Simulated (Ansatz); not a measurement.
# BrH5OSi: the cost of one run

All numbers below are computed with Ansatz 0.2.0 (RHF/def2-SVP).

### 1 Starting point

Bond lengths: Si1–O2 2.030 Å, O2–H3 1.010 Å, Si1–H4 1.460 Å, Si1–H5 1.459 Å, Si1–H6 1.459 Å, Si1–Br7 2.610 Å, Br7–H8 1.680 Å. Angles: Si1–O2–H3 109.5°, O2–Si1–H4 109.5°, O2–Si1–H5 109.5°, O2–Si1–H6 109.5°, O2–Si1–Br7 71.6°, H4–Si1–H5 109.5°, H4–Si1–H6 109.5°, H4–Si1–Br7 67.2°, H5–Si1–H6 109.5°, H5–Si1–Br7 176.6°, H6–Si1–Br7 72.8°, Si1–Br7–H8 59.8°.

Coordinates:

```xyz
8

Si    0.0000    0.0000    0.0000
O     0.0000    0.0000    2.0300
H    -0.9095   -0.2814    2.3671
H     1.3768    0.0000   -0.4862
H    -0.6877    1.1914   -0.4862
H    -0.6877   -1.1914   -0.4862
Br    1.3622   -2.0686    0.8230
H     0.6692   -1.0162    1.9347
```

### 2 A restrained relaxation towards end A

Springs on the bonds that form and break draw the guess towards this end; the thresholds are loose.

File input.yaml:

```yaml
crystal:
  periodic: [false, false, false]
  atoms:
    - { symbol: Si, position_ang: [0.0, 0.0, 0.0] }
    - { symbol: O, position_ang: [0.0, 0.0, 2.03] }
    - { symbol: H, position_ang: [-0.9095, -0.2814, 2.3671] }
    - { symbol: H, position_ang: [1.3768, 0.0, -0.4862] }
    - { symbol: H, position_ang: [-0.6877, 1.1914, -0.4862] }
    - { symbol: H, position_ang: [-0.6877, -1.1914, -0.4862] }
    - { symbol: Br, position_ang: [1.3622, -2.0686, 0.823] }
    - { symbol: H, position_ang: [0.6692, -1.0162, 1.9347] }
basis:
  gaussian: { orbitals: def2-SVP }
hamiltonian:
  xc: hf
relax:
  f_tol: 0.15
  max_steps: 25
  restrain:
    - { distance: [0, 6], at: 3.51, k: 30.0 }
    - { distance: [7, 1], at: 2.21, k: 30.0 }
    - { distance: [0, 1], at: 1.68, k: 30.0 }
    - { distance: [7, 6], at: 1.55, k: 30.0 }
```

Command:

```console
ansatz run input.yaml --threads 1 --pin off --max-ram 2048MiB --backend cpu --events-out ev --progress --plain --runs-dir out
```

What time and memory should one allow on 1 thread of Arm Neoverse V1, shared host?

About 24 s, with a peak of 0.17 GiB.
